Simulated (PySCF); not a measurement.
# OsO₄: NMR shieldings, part 2 of 2

PySCF 2.14.0. Atoms count from 0.

### 7 NMR shieldings: PBE/pcJ-1 Os:dyall-v2z, non-relativistic

Job settings and geometry (Å):

```
{"job": {"xc": "PBE", "basis": {"default": "pcJ-1", "Os": "dyall-v2z"}, "rel": "nr", "kind": "hnmr"}, "charge": 0, "multiplicity": 1}
Os     0.014565    -0.022149    -0.012268
O      0.026331    -0.045766     1.680330
O      1.606456    -0.039469    -0.586722
O     -0.764268     1.380621    -0.552242
O     -0.808234    -1.383706    -0.591209
```

With the program's defaults for keys left out, this is: PBE/pcJ-1 Os:dyall-v2z GIAO NMR shielding, non-relativistic, Gaussian nuclei, gas phase.

Output:

```text
non-relativistic SCF
coarse grid: 29680 points
cycle   1  E = -16587.2067418599  dE = -2.545e+03  |g| = 3.435e+01  |ddm| = 7.449e+00
cycle   2  E = -16550.2735365821  dE =  3.693e+01  |g| = 2.685e+01  |ddm| = 1.587e+01
cycle   3  E = -16341.2164893456  dE =  2.091e+02  |g| = 4.141e+01  |ddm| = 7.263e+01
cycle   4  E = -16590.5325839686  dE = -2.493e+02  |g| = 7.589e+00  |ddm| = 7.062e+01
cycle   5  E = -16566.2267889228  dE =  2.431e+01  |g| = 1.377e+01  |ddm| = 1.216e+01
cycle   6  E = -16591.8916914029  dE = -2.566e+01  |g| = 4.313e+00  |ddm| = 1.074e+01
cycle   7  E = -16594.1408604796  dE = -2.249e+00  |g| = 2.165e+00  |ddm| = 1.475e+00
cycle   8  E = -16589.4567462750  dE =  4.684e+00  |g| = 4.808e+00  |ddm| = 2.635e+00
cycle   9  E = -16594.3467244737  dE = -4.890e+00  |g| = 1.172e+00  |ddm| = 2.358e+00
cycle  10  E = -16593.3702007591  dE =  9.765e-01  |g| = 2.565e+00  |ddm| = 1.712e+00
cycle  11  E = -16594.5313360615  dE = -1.161e+00  |g| = 6.752e-01  |ddm| = 1.229e+00
cycle  12  E = -16594.4982883609  dE =  3.305e-02  |g| = 7.977e-01  |ddm| = 6.738e-01
cycle  13  E = -16594.6165953489  dE = -1.183e-01  |g| = 1.020e-01  |ddm| = 3.766e-01
cycle  14  E = -16594.6185200321  dE = -1.925e-03  |g| = 2.015e-02  |ddm| = 5.059e-02
cycle  15  E = -16594.6185761622  dE = -5.613e-05  |g| = 7.222e-03  |ddm| = 7.990e-03
cycle  16  E = -16594.6185730589  dE =  3.103e-06  |g| = 9.258e-03  |ddm| = 5.743e-03
cycle  17  E = -16594.6185844535  dE = -1.139e-05  |g| = 2.013e-03  |ddm| = 4.105e-03
cycle  18  E = -16594.6185849619  dE = -5.085e-07  |g| = 1.016e-03  |ddm| = 1.300e-03
final grid: 60608 points
cycle  19  E = -16594.6181993663  dE =  4.354e-06  |g| = 6.690e-03  |ddm| = 3.055e-03
cycle  20  E = -16594.6180468635  dE =  1.525e-04  |g| = 3.027e-02  |ddm| = 1.616e-02
cycle  21  E = -16594.6181986271  dE = -1.518e-04  |g| = 5.555e-03  |ddm| = 1.558e-02
cycle  22  E = -16594.6181987644  dE = -1.373e-07  |g| = 6.009e-03  |ddm| = 5.047e-03
cycle  23  E = -16594.6182042851  dE = -5.521e-06  |g| = 2.024e-04  |ddm| = 2.482e-03
cycle  24  E = -16594.6182042857  dE = -5.894e-10  |g| = 1.842e-04  |ddm| = 1.561e-04
cycle  25  E = -16594.6182042922  dE = -6.556e-09  |g| = 5.009e-06  |ddm| = 8.800e-05
converged SCF energy = -16594.6182042922
check of the scalar solution
cycle   1  E = -16594.6182042922  dE = -1.659e+04  |FDS-SDF| = 5.009e-06
cycle   2  E = -16594.6182042920  dE =  1.928e-10  |FDS-SDF| = 2.665e-05
converged, E = -16594.6182042920

Field gradients (au) and densities at the nuclei (bohr^-3)
atom        Vxx        Vyy        Vzz        centre      nuclear mean
  0 Os    -0.0046    -0.0082     0.0128     310032.181     308185.800
  1 O     -0.2062    -0.2072     0.4134        309.808        309.795
  2 O     -0.2063    -0.2070     0.4133        309.808        309.795
  3 O     -0.2058    -0.2077     0.4135        309.808        309.795
  4 O     -0.2061    -0.2073     0.4134        309.808        309.795

Core orbital energies (eV)
atom   shell        mean    spread
  0 Os 1s       -67400.587   0.000
  0 Os 2s       -11152.268   0.000
  0 Os 3s        -2575.754   0.000
  0 Os 4s         -530.881   0.000
  0 Os 5s          -77.505   0.000
  0 Os 2p       -10703.891   0.000
  0 Os 3p        -2366.338   0.000
  0 Os 4p         -442.196   0.000
  0 Os 5p          -51.047   0.001
  0 Os 3d        -1975.602   0.001
  0 Os 4d         -279.933   0.007
  0 Os 4f          -65.764   0.022

Shielding tensors (ppm)
atom      isotropic    diamagn.    paramagn.     s11        s22        s33       span
  0 Os    -1039.32     9052.57   -10091.88   -1043.17   -1037.89   -1036.88       6.30
  1 O      -568.42      402.95     -971.36    -801.84    -452.21    -451.20     350.64
  2 O      -567.76      402.93     -970.69    -801.56    -451.01    -450.71     350.85
  3 O      -568.48      402.95     -971.43    -801.99    -452.40    -451.07     350.92
  4 O      -568.55      402.93     -971.48    -801.99    -452.30    -451.37     350.62
```

Run time: 22 s. Hardware: 1 thread of Arm Neoverse V2, shared host; peak memory 1.2 GiB.

### 8 NMR shieldings: GIAO PBE/pcJ-1 Os:def2-TZVP, core potentials from Rb on, else non-relativistic

Job settings and geometry (Å):

```
{"job": {"xc": "PBE", "basis": {"default": "pcJ-1", "Os": "def2-TZVP"}, "rel": "ecp", "pop": false, "kind": "hnmr"}, "charge": 0, "multiplicity": 1}
Os     0.014565    -0.022149    -0.012268
O      0.026331    -0.045766     1.680330
O      1.606456    -0.039469    -0.586722
O     -0.764268     1.380621    -0.552242
O     -0.808234    -1.383706    -0.591209
```

Method: GIAO PBE/pcJ-1 Os:def2-TZVP NMR shielding, scalar-relativistic core potentials on the heavy atoms, no spin-orbit coupling, gas phase.

Output:

```text
coarse grid: 29680 points
cycle   1  E = -390.5358989354  dE = -1.676e+01  |g| = 2.277e+00  |ddm| = 8.303e+00
cycle   2  E = -383.4039030573  dE =  7.132e+00  |g| = 6.340e+00  |ddm| = 5.619e+00
cycle   3  E = -391.4049320281  dE = -8.001e+00  |g| = 4.513e-01  |ddm| = 4.903e+00
cycle   4  E = -391.4122235253  dE = -7.291e-03  |g| = 3.754e-01  |ddm| = 4.910e-01
cycle   5  E = -391.4347519903  dE = -2.253e-02  |g| = 1.559e-01  |ddm| = 2.348e-01
cycle   6  E = -391.4389545184  dE = -4.203e-03  |g| = 4.941e-02  |ddm| = 7.834e-02
cycle   7  E = -391.4393509797  dE = -3.965e-04  |g| = 1.182e-02  |ddm| = 2.003e-02
cycle   8  E = -391.4393621589  dE = -1.118e-05  |g| = 8.811e-03  |ddm| = 6.948e-03
cycle   9  E = -391.4393763123  dE = -1.415e-05  |g| = 4.516e-04  |ddm| = 4.159e-03
cycle  10  E = -391.4393763467  dE = -3.440e-08  |g| = 5.822e-05  |ddm| = 2.511e-04
final grid: 60608 points
cycle  11  E = -391.4392969792  dE = -4.136e-08  |g| = 4.636e-04  |ddm| = 6.150e-04
cycle  12  E = -391.4392959191  dE =  1.060e-06  |g| = 2.417e-03  |ddm| = 1.408e-03
cycle  13  E = -391.4392970049  dE = -1.086e-06  |g| = 2.824e-04  |ddm| = 1.222e-03
cycle  14  E = -391.4392970190  dE = -1.408e-08  |g| = 3.621e-05  |ddm| = 1.503e-04
cycle  15  E = -391.4392970192  dE = -2.383e-10  |g| = 6.169e-06  |ddm| = 2.105e-05
converged SCF energy = -391.4392970192

GIAO shielding tensors (ppm)
atom      isotropic    diamagn.    paramagn.     s11        s22        s33       span
  0 Os         nan         nan         nan        nan        nan        nan        nan
  1 O     -467.329     393.922    -861.252   -630.407   -386.215   -385.366    245.041
  2 O     -466.824     393.871    -860.696   -630.211   -385.280   -384.981    245.230
  3 O     -467.340     393.933    -861.274   -630.467   -386.360   -385.195    245.272
  4 O     -467.372     393.892    -861.264   -630.436   -386.228   -385.451    244.985
```

Run time: 11 s. Hardware: 1 thread of Arm Neoverse V2, shared host; peak memory 0.95 GiB.

An atom whose core is replaced by a potential has no meaningful shielding, so its row holds no numbers.

### 9 Shieldings side by side

```
                                                                                   run      Os0      O4      O3      O1      O2  time
                                            step 3, PBE/pcJ-1 Os:dyall-v2z, spin–orbit   2880.3  -436.6  -436.6  -436.5  -436.0  91 s
                  step 4, PBE/pcJ-1 Os:dyall-v2z, spin–orbit (one-electron part alone)   2850.1  -432.2  -432.1  -432.1  -431.6  77 s
                                             step 5, PBE/pcJ-1 Os:dyall-v2z, spin-free   -880.7  -450.0  -449.9  -449.8  -449.4  26 s
             step 6, PBE/pcJ-1 Os:dyall-v2z, spin-free with spin-dependent field terms   3261.2  -446.9  -446.8  -446.7  -446.3  66 s
                                      step 7, PBE/pcJ-1 Os:dyall-v2z, non-relativistic  -1039.3  -568.6  -568.5  -568.4  -567.8  22 s
step 8, GIAO PBE/pcJ-1 Os:def2-TZVP, core potentials from Rb on, else non-relativistic        –  -467.4  -467.3  -467.3  -466.8  11 s
```

### 10 Summary of results

What follows sums up all 2 parts.

| quantity | value |
| --- | --- |
| point group | Td |
| rotational constants (main isotopes) | 4.14, 4.14, 4.13 GHz |
| energy from spin-orbit coupling (step 3, PBE/pcJ-1 Os:dyall-v2z, spin–orbit) | -14.4435 Eh |
| shieldings (step 3, PBE/pcJ-1 Os:dyall-v2z, spin–orbit) | Os0 2880.3, O1 -436.5, O2 -436.0, O3 -436.6, O4 -436.6 ppm |
| energy from spin-orbit coupling (step 4, PBE/pcJ-1 Os:dyall-v2z, spin–orbit (one-electron part alone)) | -15.3346 Eh |
| shieldings (step 4, PBE/pcJ-1 Os:dyall-v2z, spin–orbit (one-electron part alone)) | Os0 2850.1, O1 -432.1, O2 -431.6, O3 -432.1, O4 -432.2 ppm |
| shieldings (step 5, PBE/pcJ-1 Os:dyall-v2z, spin-free) | Os0 -880.7, O1 -449.8, O2 -449.4, O3 -449.9, O4 -450.0 ppm |
| shieldings (step 6, PBE/pcJ-1 Os:dyall-v2z, spin-free with spin-dependent field terms) | Os0 3261.2, O1 -446.7, O2 -446.3, O3 -446.8, O4 -446.9 ppm |
| shieldings (step 7, PBE/pcJ-1 Os:dyall-v2z, non-relativistic) | Os0 -1039.3, O1 -568.4, O2 -567.8, O3 -568.5, O4 -568.6 ppm |
| shieldings (step 8, GIAO PBE/pcJ-1 Os:def2-TZVP, core potentials from Rb on, else non-relativistic) | O1 -467.3, O2 -466.8, O3 -467.3, O4 -467.4 ppm |

**Reading.** The start was shaken at random, so part of the energy gained undoes that. The optimisation took 4 steps and gained 1.875 eV; among the close pairs (by a distance rule), Os0–O2 changed most, from 1.522 to 1.692 Å. No frequency check was run at this level, so the end point may be a saddle. The steps not marked spin–orbit leave spin-orbit coupling out. Os0 moves most between the runs, by 4301 ppm; the labels say what changes from run to run.
